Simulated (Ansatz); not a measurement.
# BH3O3: the cost of one run

All numbers below are computed with Ansatz 0.2.0 (RKS PBE0/def2-SVP).

### Step 1. Starting point

Bond lengths: B1–O2 1.410 Å, O2–H3 1.010 Å, B1–O4 1.410 Å, O4–H5 1.010 Å, B1–O6 1.410 Å, O6–H7 1.010 Å. Angles: B1–O2–H3 109.5°, O2–B1–O4 120.0°, O2–B1–O6 120.0°, O4–B1–O6 120.0°, B1–O4–H5 109.5°, B1–O6–H7 109.5°.

As a file:

```xyz
7

B     0.0000    0.0000    0.0000
O     0.0000    0.0000    1.4100
H    -0.9095   -0.2814    1.7471
O     1.2211    0.0000   -0.7050
H     1.5209   -0.9519   -0.8599
O    -1.2211    0.0000   -0.7050
H    -1.7308   -0.8467   -0.4965
```

### Step 2. Preparing the start

Contents of input.yaml:

```yaml
crystal:
  periodic: [false, false, false]
  atoms:
    - { symbol: B, position_ang: [0.0, 0.0, 0.0] }
    - { symbol: O, position_ang: [0.0, 0.0, 1.41] }
    - { symbol: H, position_ang: [-0.9095, -0.2814, 1.7471] }
    - { symbol: O, position_ang: [1.2211, 0.0, -0.705] }
    - { symbol: H, position_ang: [1.5209, -0.9519, -0.8599] }
    - { symbol: O, position_ang: [-1.2211, 0.0, -0.705] }
    - { symbol: H, position_ang: [-1.7308, -0.8467, -0.4965] }
basis:
  gaussian: { orbitals: def2-SVP }
hamiltonian:
  xc: pbe0
relax:
  f_tol: 0.02
  max_steps: 40
output:
  orbitals: {}
```

Command:

```bash
> ansatz run input.yaml --threads 1 --pin off --max-ram 2048MiB --backend cpu --events-out ev --progress --plain --runs-dir out
```

**Question.** How long does this run take on 1 thread of Intel Xeon Platinum 8259CL at 2.50GHz (Skylake/Cascade Lake), shared host, and how much memory does it need?

About 25 s, with a peak of 0.15 GiB.
